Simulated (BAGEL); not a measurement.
**UHF/STO-3G (density fitting with qzvpp-jkfit) run of GeOF3 (SMILES [O][Ge]([F])([F])[F])**

Aim: the vertical doublet–quartet gap of GeOF3 at UHF/STO-3G (density fitting with qzvpp-jkfit), from 2 runs. 

Program for the calculation: BAGEL 1.2.2.

4 further runs of the same task are left out: 3 that didn't finish, 1 set aside as unsound or not needed.

### Step 1. Starting point

GeOF3: 5 atoms, total charge 0, spin state doublet. SMILES: `[O][Ge]([F])([F])[F]`. Geometry: relaxed at PBE0-D4/def2-TZVP.

Bond lengths: O1–Ge2 1.770 Å, Ge2–F3 1.697 Å, Ge2–F4 1.697 Å, Ge2–F5 1.697 Å. Angles: O1–Ge2–F3 107.1°, O1–Ge2–F4 112.2°, O1–Ge2–F5 111.5°, F3–Ge2–F4 109.3°, F3–Ge2–F5 109.9°, F4–Ge2–F5 106.8°.

### Step 2. The energy at UHF/STO-3G (density fitting with qzvpp-jkfit)

input.json reads:

```json
{ "bagel": [

{
  "title": "molecule",
  "basis": "sto-3g",
  "df_basis": "qzvpp-jkfit",
  "angstrom": true,
  "geometry": [
    { "atom": "O", "xyz": [   -0.574400,    0.094600,    1.657500 ] },
    { "atom": "Ge", "xyz": [    0.003900,   -0.010400,   -0.012400 ] },
    { "atom": "F", "xyz": [    1.388600,   -0.991000,   -0.000200 ] },
    { "atom": "F", "xyz": [   -1.154500,   -0.688300,   -1.051300 ] },
    { "atom": "F", "xyz": [    0.386300,    1.521400,   -0.635000 ] }
  ]
},
{ "title": "uhf", "nopen": 1 },
{ "title": "print", "file": "orbitals.molden", "orbitals": true }

]}
```

Launch:

```
$ BAGEL_NUM_THREADS=1 BAGEL input.json > input.out
```

Standard output:

```text
* using 1 threads per process

  ===============================================================
  ===============================================================

  *** Geometry ***

  { "atom" : "O", "xyz" : [     -1.085459,      0.178768,      3.132221 ] },
  { "atom" : "Ge", "xyz" : [      0.007370,     -0.019653,     -0.023433 ] },
  { "atom" : "F", "xyz" : [      2.624074,     -1.872719,     -0.000378 ] },
  { "atom" : "F", "xyz" : [     -2.181689,     -1.300698,     -1.986669 ] },
  { "atom" : "F", "xyz" : [      0.730001,      2.875029,     -1.199976 ] },

  Number of auxiliary basis functions:      574

  Since a DF basis is specified, we compute 2- and 3-index integrals:
    o Being stored without compression. Storage requirement is 0.007 GB

  Number of basis functions:       38
  Number of electrons      :       67

    * METHOD: MOLECULE                             0.25

  *** Open-shell HF ***

  === Nuclear Repulsion ===
   432.7578372718

      * DIIS with orbital gradients will be used.

  === UHF iteration (sto-3g) ===
      0      -2419.60196795          0.02905790           0.09
      1      -2419.73041719          0.00471084           0.09
      2      -2419.73519541          0.00153840           0.10
      3      -2419.73600365          0.00041358           0.09
      4      -2419.73611167          0.00004833           0.09
      5      -2419.73613346          0.00000799           0.09
      6      -2419.73614184          0.00000493           0.09
      7      -2419.73614715          0.00000312           0.09
      8      -2419.73614930          0.00000159           0.09
      9      -2419.73614942          0.00000090           0.09
     10      -2419.73614942          0.00000058           0.09
     11      -2419.73614942          0.00000021           0.09
     12      -2419.73614942          0.00000011           0.09
     13      -2419.73614942          0.00000009           0.09
     14      -2419.73614942          0.00000007           0.09
     15      -2419.73614942          0.00000007           0.09
     16      -2419.73614942          0.00000007           0.10
     17      -2419.73614942          0.00000007           0.09
     18      -2419.73614942          0.00000007           0.09
     19      -2419.73614942          0.00000007           0.09
     20      -2419.73614942          0.00000007           0.09
     21      -2419.73614942          0.00000006           0.10
     22      -2419.73614942          0.00000005           0.09
     23      -2419.73614943          0.00000003           0.09
     24      -2419.73614943          0.00000002           0.09
     25      -2419.73614943          0.00000001           0.10
    * SCF iteration converged.

    * S^2 (UHF) is 0.7565

    * Permanent dipole moment:
           (    0.013275,    -0.008743,    -0.008947) a.u.

    * METHOD: UHF                                  2.55

    * METHOD: PRINT                                0.00

  ===============================================================
```

It took 2.9 s on 1 thread of Arm Neoverse V1, shared host; peak memory 0.083 GiB.

### Step 3. The quartet, same level

calc.json reads:

```json
{ "bagel": [

{
  "title": "molecule",
  "basis": "sto-3g",
  "df_basis": "qzvpp-jkfit",
  "angstrom": "true",
  "geometry": [
    { "atom": "O", "xyz": [      -0.574400,       0.094600,       1.657500 ] },
    { "atom": "Ge", "xyz": [       0.003900,      -0.010400,      -0.012400 ] },
    { "atom": "F", "xyz": [       1.388600,      -0.991000,      -0.000200 ] },
    { "atom": "F", "xyz": [      -1.154500,      -0.688300,      -1.051300 ] },
    { "atom": "F", "xyz": [       0.386300,       1.521400,      -0.635000 ] }
  ]
},

{ "title": "uhf", "nopen": 3 },

{ "title": "print", "file": "orbitals.molden", "orbitals": "true" }

]}
```

Launch:

```
$ BAGEL_NUM_THREADS=1 BAGEL calc.json > calc.out
```

Standard output:

```text
* using 1 threads per process

  ===============================================================
  ===============================================================

  *** Geometry ***

  { "atom" : "O", "xyz" : [     -1.085459,      0.178768,      3.132221 ] },
  { "atom" : "Ge", "xyz" : [      0.007370,     -0.019653,     -0.023433 ] },
  { "atom" : "F", "xyz" : [      2.624074,     -1.872719,     -0.000378 ] },
  { "atom" : "F", "xyz" : [     -2.181689,     -1.300698,     -1.986669 ] },
  { "atom" : "F", "xyz" : [      0.730001,      2.875029,     -1.199976 ] },

  Number of auxiliary basis functions:      574

  Since a DF basis is specified, we compute 2- and 3-index integrals:
    o Being stored without compression. Storage requirement is 0.007 GB

  Number of basis functions:       38
  Number of electrons      :       67

    * METHOD: MOLECULE                             0.25

  *** Open-shell HF ***

  === Nuclear Repulsion ===
   432.7578372718

      * DIIS with orbital gradients will be used.

  === UHF iteration (sto-3g) ===
      0      -2419.23978559          0.03005311           0.10
      1      -2419.45297132          0.00860785           0.10
      2      -2419.47666771          0.00249482           0.10
      3      -2419.48207969          0.00127495           0.10
      4      -2419.48421810          0.00035062           0.10
      5      -2419.48450541          0.00014000           0.10
      6      -2419.48457016          0.00008644           0.10
      7      -2419.48460553          0.00004234           0.10
      8      -2419.48460970          0.00003041           0.10
      9      -2419.48461054          0.00002570           0.10
     10      -2419.48461175          0.00001699           0.10
     11      -2419.48461250          0.00000637           0.10
     12      -2419.48461258          0.00000292           0.10
     13      -2419.48461259          0.00000157           0.10
     14      -2419.48461260          0.00000109           0.10
     15      -2419.48461260          0.00000062           0.10
     16      -2419.48461261          0.00000024           0.10
     17      -2419.48461261          0.00000019           0.10
     18      -2419.48461261          0.00000017           0.09
     19      -2419.48461261          0.00000010           0.10
     20      -2419.48461261          0.00000005           0.10
     21      -2419.48461261          0.00000003           0.10
     22      -2419.48461261          0.00000001           0.10
     23      -2419.48461261          0.00000001           0.10
    * SCF iteration converged.

    * S^2 (UHF) is 3.7734

    * Permanent dipole moment:
           (    0.395262,    -0.052628,    -1.319372) a.u.

    * METHOD: UHF                                  2.48

    * METHOD: PRINT                                0.00

  ===============================================================
```

Run time: 2.9 s. Hardware: 1 thread of Arm Neoverse V1, shared host; peak memory 0.083 GiB.

### Step 4. What came out

At UHF/STO-3G (density fitting with qzvpp-jkfit):

| quantity | value |
| --- | --- |
| doublet: total energy | -2419.73615 Eh |
| doublet: dipole moment | 0.05 D |
| doublet: ⟨S²⟩ | 0.756 |
| quartet: total energy | -2419.48461 Eh |
| quartet: dipole moment | 3.50 D |
| quartet: ⟨S²⟩ | 3.773 |
| vertical energy of the quartet above the doublet | 6.845 eV |

**Reading.** At this shape the quartet lies 6.84 eV (158 kcal/mol) above the doublet. In a minimal basis such a difference can be off by several eV, whatever the method.
